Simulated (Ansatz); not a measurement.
Run this with Ansatz 0.2.0, Python API and show what comes out.

Script `md.py`:
```python
import ansatz as az
import numpy as np

GEOMETRY = """
Cl   -2.60360    0.78640   -0.43380
B    -0.92140    0.27920   -0.15650
C     0.60480    0.55430    0.15570
C     0.30240   -0.83350   -0.03270
H     1.18620    1.01420   -0.69290
H     0.81560    0.87530    1.22000
H     0.53240   -1.29300   -1.00080
H     0.17580   -1.44000    0.88520
"""

c2h4bcl = az.Crystal.molecule()
for line in GEOMETRY.strip().splitlines():
    symbol, *xyz = line.split()
    c2h4bcl = c2h4bcl.atom(symbol, [float(v) for v in xyz])

model = (
    c2h4bcl.calculation()
    .basis(gaussian="6-31G")
    .functional("pbe0")
)
symbols = [site.symbol for site in c2h4bcl.cartesian_sites]
start = np.array([site.position_ang for site in c2h4bcl.cartesian_sites], dtype=float)
rep = model.relax(force_tolerance=0.02).run().report
end = np.array(rep["positions_ang"])
minimum = az.Crystal.molecule()
for symbol, place in zip(symbols, end):
    minimum = minimum.atom(symbol, place.tolist())

model = (
    minimum.calculation()
    .basis(gaussian="6-31G")
    .functional("pbe0")
    .md("nve", timestep=0.5, steps=30, temperature=300, initial_velocities="maxwell_boltzmann", seed=65)
)
frames = []
res = model.session().plan().execute(on_event=lambda e: frames.append(e["data"]) if e["event"] == "md_step" else None)
print("t (fs)   E_pot (eV)      E_kin (eV)   T (K)   d(0-1) (A)")
for f in frames[::2]:
    xyz = np.array(f["positions_ang"])
    print(f"{f['time_fs']:6.2f} {f['lagrangian_ev']:14.5f} {f['e_kin_ev']:10.5f} {f['temperature_k']:8.1f} {np.linalg.norm(xyz[0] - xyz[1]):9.4f}")
kept = np.array([f["conserved_ev"] for f in frames])
print(f"conserved energy moves by at most {1000 * np.ptp(kept):.3f} meV")
symbols = [site.symbol for site in c2h4bcl.cartesian_sites]
with open("last_frame.xyz", "w") as handle:
    handle.write(f"{len(symbols)}\nt = {frames[-1]['time_fs']} fs\n")
    handle.writelines("{:2s} {:10.5f} {:10.5f} {:10.5f}\n".format(s, *xyz) for s, xyz in zip(symbols, frames[-1]["positions_ang"]))
```

```console
$ python md.py
t (fs)   E_pot (eV)      E_kin (eV)   T (K)   d(0-1) (A)
  0.00   -15328.49961    0.23267    300.0    1.7651
  1.00   -15328.46563    0.19933    257.0    1.7637
  2.00   -15328.40287    0.13779    177.7    1.7621
  3.00   -15328.37877    0.11367    146.6    1.7604
  4.00   -15328.39377    0.12768    164.6    1.7584
  5.00   -15328.39259    0.12610    162.6    1.7562
  6.00   -15328.35033    0.08438    108.8    1.7537
  7.00   -15328.29791    0.03284     42.3    1.7510
  8.00   -15328.28666    0.02188     28.2    1.7481
  9.00   -15328.33203    0.06646     85.7    1.7452
 10.00   -15328.38876    0.12218    157.5    1.7423
 11.00   -15328.40025    0.13373    172.4    1.7397
 12.00   -15328.37222    0.10685    137.8    1.7373
 13.00   -15328.36864    0.10369    133.7    1.7354
 14.00   -15328.41268    0.14678    189.3    1.7341
 15.00   -15328.45218    0.18553    239.2    1.7334
conserved energy moves by at most 2.155 meV
```

It writes `last_frame.xyz`:
```text
8
t = 15.0 fs
Cl   -2.51842    0.75422   -0.42580
B    -0.88427    0.24282   -0.15640
C     0.54636    0.65385    0.15989
C     0.14351   -0.86162   -0.05904
H     1.11139    1.12551   -0.64723
H     0.87982    0.92935    1.15679
H     0.47895   -1.42567   -0.94864
H     0.21710   -1.49423    0.84773
```

Notes:
- Total energies depend on the basis set; only differences at equal settings carry meaning.
- The trajectory is only some femtoseconds long, so its temperature is not equilibrated; where the script doesn't relax first, it starts from a rough generated geometry.
- The temperature counts the internal degrees of freedom alone.
- The whole script took 71 s on 1 thread of Arm Neoverse V1, with other jobs on the host, peak memory 0.2 GiB.
